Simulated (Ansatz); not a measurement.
# TiRh: a line through a two-coordinate scan

Computed with Ansatz 0.2.0 (DFT r2SCAN, scalar-relativistic, plane waves, PAW, unless a step's input says otherwise).

### 1 Starting point

Symmetry: P4/mmm, No. 123, tetragonal system. The conventional cell has a = 2.949 Å, b = 2.949 Å, c = 3.384 Å, α = 90.00°, β = 90.00°, γ = 90.00°. Ti (site symmetry 4/mmm) is surrounded by 8 Rh at 2.69 Å and 4 Ti at 2.95 Å. Rh (site symmetry 4/mmm) has 8 Ti at 2.69 Å and 4 Rh at 2.95 Å as nearest neighbours.

Structure file:

```xyz
2
Lattice="2.9490 0.0000 0.0000 0.0000 2.9490 0.0000 0.0000 0.0000 3.3843" Properties=species:S:1:pos:R:3 pbc="T T T"
Ti    1.4745    1.4745    1.6921
Rh    0.0000    0.0000    0.0000
```

This cell was relaxed beforehand with the same method: volume 14.72 Å³/atom, gap on the mesh none (metal).

### 2 What is varied

The energy is mapped over the lattice constants a and c of the conventional cell.

- lattice constant a (and b): 5 values from 2.801 to 3.096 Å
- lattice constant c: 5 values from 3.215 to 3.554 Å

Nothing else is relaxed (symmetry fixes all fractional coordinates). Energies count from the relaxed crystal. Points are written as (first, second).

### 3 The run at (2.801 Å, 3.469 Å)

Input file input.yaml:

```yaml
crystal:
  lattice:
    - [2.8015, 0.0, 0.0]
    - [0.0, 2.8015, 0.0]
    - [0.0, 0.0, 3.4689]
  atoms:
    - { symbol: Ti, position: [0.5, 0.5, 0.5] }
    - { symbol: Rh, position: [0.0, 0.0, 0.0] }
basis:
  ecutwfc: 520.0
kpoints:
  mp_grid: { grid: [16, 16, 14] }
hamiltonian:
  xc: r2scan
scf:
  occupations: { method: methfessel_paxton, width: 0.2 }
output:
  forces: true
  stress: true
  eigenvalues: true
```

Launch:

```
$ ansatz run input.yaml --threads 1 --pin off --max-ram 2048MiB --backend cpu --events-out ev --progress --plain --runs-dir out
```

What time and memory should one allow on 1 thread of Intel Xeon 6975P-C (Granite Rapids), shared host?

About 11 s, with a peak of 0.59 GiB.
